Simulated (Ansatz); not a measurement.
# CH4F2Si (SMILES C[SiH](F)F): PBE/cc-pVDZ

What is the electronic atomisation energy of CH4F2Si at PBE/cc-pVDZ? 

Program for the calculation: Ansatz 0.2.0.

61 further runs of the same task are left out: 1 that didn't finish, 60 set aside as unsound or not needed.

**1. The molecule**

CH4F2Si has 8 atoms, charge 0, and is taken as a singlet. SMILES: `C[SiH](F)F`. Geometry: relaxed at PBE0-D4/def2-TZVP.

Bond lengths: C1–Si2 1.840 Å, Si2–F3 1.591 Å, Si2–F4 1.591 Å, C1–H5 1.092 Å, C1–H6 1.093 Å, C1–H7 1.093 Å, Si2–H8 1.477 Å. Some angles: C1–Si2–F3 109.8°, C1–Si2–F4 109.8°, F3–Si2–F4 106.8°, C1–Si2–H8 114.8°, F3–Si2–H8 107.6°, F4–Si2–H8 107.6°, Si2–C1–H5 110.7°, Si2–C1–H6 110.6°, Si2–C1–H7 110.6°, H5–C1–H6 108.3°.

**2. A single-point energy at PBE/cc-pVDZ**

molecule.yaml

```yaml
crystal:
  periodic: [false, false, false]
  atoms:
    - {symbol: C, position_ang: [-0.387100, 0.881700, -0.174700]}
    - {symbol: Si, position_ang: [0.329300, -0.775200, 0.180600]}
    - {symbol: F, position_ang: [1.916300, -0.678300, 0.226700]}
    - {symbol: F, position_ang: [-0.035400, -1.783900, -0.994000]}
    - {symbol: H, position_ang: [-0.013400, 1.269000, -1.125400]}
    - {symbol: H, position_ang: [-0.122700, 1.591000, 0.613300]}
    - {symbol: H, position_ang: [-1.476800, 0.824400, -0.231400]}
    - {symbol: H, position_ang: [-0.118100, -1.385700, 1.449000]}
basis:
  gaussian:
    orbitals: cc-pVDZ
hamiltonian:
  xc: {name: PBE}
accuracy: high
output: {orbitals: {seedname: orbitals}}
```

Started as:

```
$ ansatz run molecule.yaml --threads 1 --pin off --max-ram 3480MiB --events-out events.jsonl --progress --plain --runs-dir runs
```

The log of the run:

```text
Warning: RAYON_NUM_THREADS=1 ignored (pool sized by the plan → 1); use --threads N
Functional definition: PBE
  name "PBE"
  parameter kappa = 0.804
  parameter beta = 0.06672455060314922
  exchange = pbe_x(kappa = kappa, mu = beta*pi^2/3)
  correlation = pbe_c(beta = beta)
1820 factors; integrals over basis functions are off by at most 3.9e-9 eV
mean field evaluation 1: about -14397.9101 eV, gradient 6.3e1 eV
mean field evaluation 2: about -14387.5590 eV, gradient 9.2e1 eV
mean field evaluation 4: about -14405.8858 eV, gradient 5.7e0 eV
mean field evaluation 8: about -14405.9492 eV, gradient 8.6e-2 eV
mean field evaluation 16: about -14405.9492 eV, gradient 1.3e-5 eV
mean field -14405.94923249 eV, -529.4088695909 hartree, gradient 8.3e-8 eV, S^2 0.000000; 0 other end points of the search recorded, 0 dependent functions left out
reference -14405.94923568 eV, -529.4088697081 hartree; 21, 21 occupied and 59, 59 virtual orbitals, 1820 factors
Total energy: -14405.94923568 eV, -529.4088697081 hartree
```

Wall time 6.6 s (1 thread of Arm Neoverse V1, shared host); peak memory 0.2 GiB.

**3. The C atom at the same level**

molecule.yaml

```yaml
crystal:
  periodic: [false, false, false]
  atoms:
    - {symbol: C, position_ang: [0.000000, 0.000000, 0.000000]}
basis:
  gaussian: {orbitals: cc-pVDZ}
magnetization: {spin_polarized: true, initial_magnetization: 2}
hamiltonian: {xc: pbe}
accuracy: high
```

Run the same way, it converges to -37.78854 Eh (log not shown).

**4. The F atom at the same level**

run.yaml

```yaml
crystal:
  periodic: [false, false, false]
  atoms:
    - {symbol: F, position_ang: [0.000000, 0.000000, 0.000000]}
basis:
  gaussian:
    orbitals: cc-pVDZ
magnetization:
  spin_polarized: true
  initial_magnetization: 1
hamiltonian:
  xc: {name: PBE}
accuracy: high
```

Run the same way, it converges to -99.62478 Eh (log not shown).

**5. The H atom**

run.yaml

```yaml
crystal:
  periodic: [false, false, false]
  atoms:
    - symbol: H
      position_ang: [0.000000, 0.000000, 0.000000]
basis:
  gaussian: {orbitals: cc-pVDZ}
magnetization: {spin_polarized: true, initial_magnetization: 1}
hamiltonian: {xc: pbe}
accuracy: high
```

Run the same way, it converges to -0.49863 Eh (log not shown).

**6. The Si atom, same level**

job.yaml

```yaml
crystal:
  periodic: [false, false, false]
  atoms:
    - {symbol: Si, position_ang: [0.000000, 0.000000, 0.000000]}
basis:
  gaussian: {orbitals: cc-pVDZ}
magnetization: {spin_polarized: true, initial_magnetization: 2}
hamiltonian: {xc: pbe}
accuracy: high
```

Run the same way, it converges to -289.21910 Eh (log not shown).

**7. Outcome**

Level: PBE/cc-pVDZ.

| quantity | value |
| --- | --- |
| molecule: total energy | -529.40887 Eh |
| molecule: HOMO energy | -7.70 eV |
| molecule: LUMO energy | 0.67 eV |
| molecule: HOMO–LUMO gap | 8.37 eV |
| C atom: total energy | -37.78854 Eh |
| C atom: ⟨S²⟩ | 2.002 |
| F atom: total energy | -99.62478 Eh |
| F atom: ⟨S²⟩ | 0.751 |
| H atom: total energy | -0.49863 Eh |
| H atom: ⟨S²⟩ | 0.750 |
| Si atom: total energy | -289.21910 Eh |
| Si atom: ⟨S²⟩ | 2.003 |
| electronic atomisation energy | 31.488 eV |

Taking the molecule apart into free atoms costs 31.49 eV (726 kcal/mol), before zero-point energy and without spin-orbit coupling.
